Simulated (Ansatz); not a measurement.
**InCl (SMILES [Cl][In]): levels of theory compared**

Wanted: a comparison of 6 runs (BHLYP/STO-3G, BLYP/STO-3G, HSE06/STO-3G, PBE/STO-3G, r2SCAN0/STO-3G, CCSD(T)/STO-3G) of InCl. 

The calculation is run with Ansatz 0.2.0.

34 further runs of the same task are left out: 5 that didn't finish, 29 set aside as unsound or not needed.

### 1 The system as given

InCl has 2 atoms, charge 0, and is taken as a singlet. SMILES: `[Cl][In]`. The In2–Cl1 distance was set to 4.771 Å, away from the relaxed value.

### 2 The energy at BHLYP/STO-3G (run 1)

run.yaml reads:

```yaml
crystal:
  periodic: [false, false, false]
  atoms:
    - symbol: Cl
      position_ang: [0.000000, 0.000000, -2.385640]
    - symbol: In
      position_ang: [0.000000, 0.000000, 2.385660]
basis:
  gaussian:
    orbitals: STO-3G
hamiltonian:
  xc: {name: BHLYP}
accuracy: high
```

On the command line:

```
ansatz run run.yaml --threads 1 --pin off --max-ram 2610MiB --events-out events.jsonl --progress --plain --runs-dir runs
```

Standard output:

```text
Warning: RAYON_NUM_THREADS=1 ignored (pool sized by the plan → 1); use --threads N
Functional definition: BHLYP
  name "BHLYP"
  parameter a = 0.5
  exchange = (1 - a)*b88_x + a*exact_x
  correlation = lyp_c
599 factors; integrals over basis functions are off by at most 4.1e-9 eV
mean field evaluation 1: about -167079.8027 eV, gradient 2.6e0 eV
mean field evaluation 2: about -166834.7461 eV, gradient 3.0e1 eV
mean field evaluation 4: about -166837.6741 eV, gradient 5.3e1 eV
mean field evaluation 8: about -167080.4750 eV, gradient 8.2e-2 eV
mean field evaluation 16: about -167080.3036 eV, gradient 1.4e0 eV
mean field evaluation 32: about -167080.3335 eV, gradient 2.1e0 eV
mean field -167080.47536377 eV, -6140.0942184047 hartree, gradient 1.1e-8 eV, S^2 0.000000; 4 other end points of the search recorded, 0 dependent functions left out
reference -167080.47538481 eV, -6140.0942191778 hartree; 33, 33 occupied and 3, 3 virtual orbitals, 599 factors
Total energy: -167080.47538481 eV, -6140.0942191778 hartree
```

Wall time 1.6 s (1 thread of Arm Neoverse V2, shared host); peak memory 0.11 GiB.

### 3 A single-point energy at BLYP/STO-3G (run 2)

in.yaml reads:

```yaml
crystal:
  periodic: [false, false, false]
  atoms:
    - {symbol: Cl, position_ang: [0.000000, 0.000000, -2.385640]}
    - {symbol: In, position_ang: [0.000000, 0.000000, 2.385660]}
basis:
  gaussian: {orbitals: STO-3G}
total_charge: 0
hamiltonian: {xc: {name: BLYP}}
accuracy: high
```

On the command line:

```
ansatz run in.yaml --threads 1 --pin off --max-ram 2610MiB --events-out events.jsonl --progress --plain --runs-dir runs
```

Standard output, cut to the lines that bear on the results:

```text
Warning: RAYON_NUM_THREADS=1 ignored (pool sized by the plan → 1); use --threads N
Functional definition: BLYP
  name "BLYP"
[...]
599 factors; integrals over basis functions are off by at most 4.1e-9 eV
[...]
mean field -167070.09588313 eV, -6139.7127795269 hartree, gradient 9.0e-8 eV, S^2 0.000000; 3 other end points of the search recorded, 0 dependent functions left out
reference -167070.09592498 eV, -6139.7127810647 hartree; 33, 33 occupied and 3, 3 virtual orbitals, 599 factors
Total energy: -167070.09592498 eV, -6139.7127810647 hartree
```

It took 2.4 s on 1 thread of Arm Neoverse V2, shared host; peak memory 0.096 GiB.

### 4 The energy at HSE06/STO-3G (run 3)

Changes to run.yaml since step 2:

```diff
@@ -11,3 +11,3 @@
 hamiltonian:
-  xc: {name: BHLYP}
+  xc: {name: HSE06}
 accuracy: high
```

On the command line:

```
ansatz run run.yaml --threads 1 --pin off --max-ram 2610MiB --events-out events.jsonl --progress --plain --runs-dir runs
```

Standard output, cut to the lines that bear on the results:

```text
Warning: RAYON_NUM_THREADS=1 ignored (pool sized by the plan → 1); use --threads N
Functional definition: HSE06
  name "HSE06"
[...]
599 factors; integrals over basis functions are off by at most 4.1e-9 eV
55 factors; integrals over basis functions are off by at most 8.4e-10 eV
[...]
mean field -167064.35320706 eV, -6139.5017400738 hartree, gradient 5.5e-8 eV, S^2 0.000000; 5 other end points of the search recorded, 0 dependent functions left out
reference -167064.35320908 eV, -6139.5017401478 hartree; 33, 33 occupied and 3, 3 virtual orbitals, 599 factors
Total energy: -167064.35320908 eV, -6139.5017401478 hartree
```

Run time: 2.6 s. Hardware: 1 thread of Arm Neoverse V2, shared host; peak memory 0.12 GiB.

Runs 4 to 5 aren't shown in full; the table further down has their settings and results.

### 5 A single-point energy at CCSD(T)/STO-3G (run 6)

Changes to run.yaml since step 4:

```diff
@@ -10,4 +10,7 @@
     orbitals: STO-3G
-hamiltonian:
-  xc: {name: HSE06}
+correlation:
+  method: ccsd_t
+  frozen_orbitals: {Cl: 5, In: 18}
+scf:
+  omitted_lower_state_checks: [cluster_reference, increment]
 accuracy: high
```

On the command line:

```
ansatz run run.yaml --threads 1 --pin off --max-ram 2610MiB --events-out events.jsonl --progress --plain --runs-dir runs
```

Standard output, cut to the lines that bear on the results:

```text
Warning: RAYON_NUM_THREADS=1 ignored (pool sized by the plan → 1); use --threads N
Functional definition: HF
  name "HF"
[...]
599 factors; integrals over basis functions are off by at most 4.1e-9 eV
[...]
mean field -167005.08874728 eV, -6137.3238113476 hartree, gradient 1.7e-8 eV, S^2 0.000000; 4 other end points of the search recorded, 0 dependent functions left out; unrestricted orbitals would lower it
23 core orbitals not correlated: weight in the atoms' cores, before any rotation towards them, 1.000 or more for the frozen orbitals, at most 0.000 for the correlated occupied ones
reference -167005.08874728 eV, -6137.3238113476 hartree; 10, 10 occupied and 3, 3 virtual orbitals, 599 factors
second order -0.63963180 eV of doubles, -0.00000000 eV of singles
cycle   1  -0.84084357 eV  change   -2.0e-1 eV  update   1.4e-1
[...]
cycle  35  -1.05400706 eV  change   2.6e-10 eV  update   2.1e-9
perturbative correction -0.00089894 eV, -0.0000330353 hartree
Total energy: -167006.14365328 eV, -6137.3625784280 hartree
Checks for a lower state left out: cluster_reference, increment
```

It took 0.68 s on 1 thread of Arm Neoverse V2, shared host.

### 6 All runs side by side

```csv
run,level,frozen core orbitals,energy (Eh),wall time
1,BHLYP/STO-3G,–,-6140.094219,1.6 s
2,BLYP/STO-3G,–,-6139.712781,2.4 s
3,HSE06/STO-3G,–,-6139.501740,2.6 s
4,PBE/STO-3G,–,-6139.098329,2.7 s
5,r2SCAN0/STO-3G,–,-6140.188428,5.1 s
6,CCSD(T)/STO-3G,23,-6137.362578,0.68 s
```

### 7 Results

| quantity | value |
| --- | --- |
| run 6: total energy | -6137.36258 Eh |
| run 6: correlation energy (23 core orbitals frozen) | -38.8 mEh |
| run 6: (T) correction | -0.03 mEh |
| run 6: T1 diagnostic | 0.016 |

**Reading.** Totals of different functionals can't be ranked against each other. In run 6 the log says that unrestricted orbitals would lower the reference, so the values rest on an unstable closed-shell determinant (other closed-shell runs at this shape may share the fault). In runs 1, 2, 3, 4, 5, 6 the basis is minimal, so the values are rough. In runs 1, 2, 3, 4, 5, 6 relativity is left out where basis or elements ask for it. All runs together took 15 s, the longest 5.1 s.
